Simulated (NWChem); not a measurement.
# CH4Ga (SMILES [CH3][GaH]) at UMP2/def2-SVP

Aim: the vertical ionisation energy of CH4Ga at UMP2/def2-SVP, from 2 runs. 

The calculation is run with NWChem 7.3.0.

4 further runs of the same task are left out: 2 that didn't finish, 2 set aside as unsound or not needed.

### 1 The structure to begin with

CH4Ga has 6 atoms, charge 0, and is taken as a doublet. SMILES: `[CH3][GaH]`. The shape is that of a PBE0-D4/def2-TZVP optimisation.

Bond lengths: C1–Ga2 1.990 Å, C1–H3 1.089 Å, C1–H4 1.095 Å, C1–H5 1.094 Å, Ga2–H6 1.603 Å. Angles: C1–Ga2–H6 119.3°, Ga2–C1–H3 113.1°, Ga2–C1–H4 108.5°, Ga2–C1–H5 108.8°, H3–C1–H4 109.1°, H3–C1–H5 109.3°, H4–C1–H5 107.8°.

### 2 A single-point energy at UMP2/def2-SVP

Input file calc.nw:

```
start calc
memory total 2200 mb
charge 0

geometry units angstroms noautosym nocenter noautoz
C       -0.029300      -0.418300      -0.518000
Ga       0.685700       0.372600       1.162100
H        0.574700      -1.243100      -0.892900
H       -1.046400      -0.775600      -0.328700
H       -0.085700       0.364700      -1.280300
H       -0.056900       1.635600       1.811600
end

basis spherical bse
C library def2-SVP
Ga library def2-SVP
H library def2-SVP
end

scf
doublet
uhf
thresh 1e-08
maxiter 80
print low
end

mp2
freeze core 10
tight
end

task mp2
```

Run with:

```sh
nwchem calc.nw > calc.out
```

The program printed:

```text
[...]
  functions       =    66
[...]
  wavefunction    = UHF
[...]
         Total SCF energy =  -1963.126238637841
      One electron energy =  -2917.066628423733
      Two electron energy =    864.069381426405
 Nuclear repulsion energy =     89.871008359487
                       Sz =      0.5000
                 Sz(Sz+1) =      0.7500
                      S^2 =      0.7547
[...]
          Total MP2 energy         -1963.473430783030
[...]
```

Wall time 13 s (1 thread of AMD EPYC 9R14 (Zen 4), shared host); peak memory 0.14 GiB.

### 3 The singlet cation, same level

Input file mol.nw:

```
start mol
title "CH4Ga mp2"
memory stack 880 mb heap 220 mb global 1100 mb
charge 1
geometry noautosym nocenter noautoz
C       -0.029300      -0.418300      -0.518000
Ga       0.685700       0.372600       1.162100
H        0.574700      -1.243100      -0.892900
H       -1.046400      -0.775600      -0.328700
H       -0.085700       0.364700      -1.280300
H       -0.056900       1.635600       1.811600
end
basis spherical bse
* library def2-SVP
end
scf
thresh 1e-08
maxiter 80
noprint "final vectors analysis"
end
mp2
freeze core 10
tight
end
task mp2
```

Run with:

```sh
nwchem mol.nw > mol.out
```

The program printed:

```text
[...]
  functions       =    66
[...]
  wavefunction    = RHF
[...]
         Total SCF energy =  -1962.864977677317
      One-electron energy =  -2905.906896299987
      Two-electron energy =    853.170910263183
 Nuclear repulsion energy =     89.871008359487
        Time for solution =      7.1s
[...]
          Total MP2 energy         -1963.206829475501
[...]
```

Wall time 9.3 s (1 thread of AMD EPYC 9R14 (Zen 4), shared host); peak memory 0.14 GiB.

### 4 Summary of results

Level: UMP2/def2-SVP, 10 core orbitals frozen.

```
                                                    quantity           value
                                 doublet CH4Ga: total energy  -1963.47343 Eh
 doublet CH4Ga: correlation energy (10 core orbitals frozen)      -347.2 mEh
            doublet CH4Ga: ⟨S²⟩ of the reference determinant           0.755
                                singlet cation: total energy  -1963.20683 Eh
singlet cation: correlation energy (10 core orbitals frozen)      -341.9 mEh
          vertical ionisation energy (to the singlet cation)        7.255 eV
```

In words: Removing an electron at fixed nuclei costs 7.25 eV (167 kcal/mol). Only the singlet of the ionised species was computed; a triplet could lie lower.
